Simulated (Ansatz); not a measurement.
# BSiH5 (SMILES B[SiH3]) at HF/STO-3G

Aim: the electronic atomisation energy of BSiH5 at HF/STO-3G, from 4 runs. 

Program for the calculation: Ansatz 0.2.0.

46 further runs of the same task are left out: 46 set aside as unsound or not needed.

## (1) The system as given

BSiH5 has 7 atoms, charge 0, and is taken as a singlet. SMILES: `B[SiH3]`. The coordinates come from a PBE0-D4/def2-TZVP relaxation.

Bond lengths: B1–Si2 2.010 Å, B1–H3 1.196 Å, B1–H4 1.195 Å, Si2–H5 1.492 Å, Si2–H6 1.492 Å, Si2–H7 1.487 Å. Angles: B1–Si2–H5 108.8°, B1–Si2–H6 108.8°, B1–Si2–H7 115.1°, Si2–B1–H3 118.9°, Si2–B1–H4 123.6°, H5–Si2–H6 107.3°, H5–Si2–H7 108.3°, H6–Si2–H7 108.3°, H3–B1–H4 117.5°.

## (2) A single-point energy at HF/STO-3G

The input, input.yaml:

```yaml
crystal:
  periodic: [false, false, false]
  atoms:
    - {symbol: B, position_ang: [-0.043200, -1.189000, 0.204300]}
    - {symbol: Si, position_ang: [0.089100, 0.785300, -0.148500]}
    - {symbol: H, position_ang: [-1.126000, -1.690600, 0.290100]}
    - {symbol: H, position_ang: [0.906400, -1.902500, 0.335400]}
    - {symbol: H, position_ang: [-0.616000, 1.093400, -1.427200]}
    - {symbol: H, position_ang: [-0.623600, 1.516700, 0.939600]}
    - {symbol: H, position_ang: [1.474500, 1.318800, -0.239500]}
basis:
  gaussian: {orbitals: STO-3G}
hamiltonian: {xc: hf}
output: {orbitals: {seedname: orbitals}}
accuracy: high
```

On the command line:

```sh
ansatz run input.yaml --threads 1 --pin off --max-ram 3480MiB --events-out events.jsonl --progress --plain --runs-dir runs
```

What it wrote:

```text
Warning: RAYON_NUM_THREADS=1 ignored (pool sized by the plan → 1); use --threads N
Functional definition: HF
  name "HF"
  exchange = exact_x
  correlation = 0
334 factors; integrals over basis functions are off by at most 1.3e-8 eV
mean field evaluation 1: about -8512.0998 eV, gradient 1.3e1 eV
mean field evaluation 2: about -8512.1011 eV, gradient 1.2e1 eV
mean field evaluation 4: about -8512.8774 eV, gradient 4.6e-1 eV
mean field evaluation 8: about -8512.8778 eV, gradient 1.9e-5 eV
mean field -8512.87781859 eV, -312.8424895974 hartree, gradient 2.9e-8 eV, S^2 0.000000; 0 other end points of the search recorded, 0 dependent functions left out
reference -8512.87781859 eV, -312.8424895974 hartree; 12, 12 occupied and 7, 7 virtual orbitals, 334 factors
Total energy: -8512.87781859 eV, -312.8424895974 hartree
```

Run time: 0.1 s. Hardware: 1 thread of Arm Neoverse V1, shared host.

## (3) The B atom

The input, molecule.yaml:

```yaml
basis:
  gaussian:
    orbitals: STO-3G
crystal:
  periodic: [false, false, false]
  atoms:
    - {symbol: B, position_ang: [0.000000, 0.000000, 0.000000]}
magnetization:
  spin_polarized: true
  initial_magnetization: 1
hamiltonian:
  xc: hf
accuracy: high
```

Run the same way, it converges to -24.14899 Eh (log not shown).

## (4) The H atom at the same level

The input, molecule.yaml:

```yaml
crystal:
  periodic: [false, false, false]
  atoms:
    - {symbol: H, position_ang: [0.000000, 0.000000, 0.000000]}
basis:
  gaussian: {orbitals: STO-3G}
total_charge: 0
magnetization: {spin_polarized: true, initial_magnetization: 1}
hamiltonian: {xc: hf}
accuracy: high
```

Run the same way, it converges to -0.46658 Eh (log not shown).

## (5) The Si atom

The input, in.yaml:

```yaml
crystal:
  periodic: [false, false, false]
  atoms:
    - symbol: Si
      position_ang: [0.000000, 0.000000, 0.000000]
basis:
  gaussian:
    orbitals: STO-3G
magnetization:
  spin_polarized: true
  initial_magnetization: 2
hamiltonian:
  xc: hf
accuracy: high
```

Run the same way, it converges to -285.46622 Eh (log not shown).

## (6) Outcome

At HF/STO-3G:

```
                     quantity          value
       molecule: total energy  -312.84249 Eh
        molecule: HOMO energy       -9.59 eV
        molecule: LUMO energy        6.27 eV
      molecule: HOMO–LUMO gap       15.86 eV
         B atom: total energy   -24.14899 Eh
                 B atom: ⟨S²⟩          0.750
         H atom: total energy    -0.46658 Eh
                 H atom: ⟨S²⟩          0.750
        Si atom: total energy  -285.46622 Eh
                Si atom: ⟨S²⟩          2.000
electronic atomisation energy      24.337 eV
```

In words: Taking the molecule apart into free atoms costs 24.34 eV (2348 kJ/mol), before zero-point energy and without spin-orbit coupling. Hartree–Fock lacks the correlation of the bonding pairs, which as a rule makes this value much too low; in minimal bases other errors can mask that. In a minimal basis such a difference can be off by several eV, whatever the method.
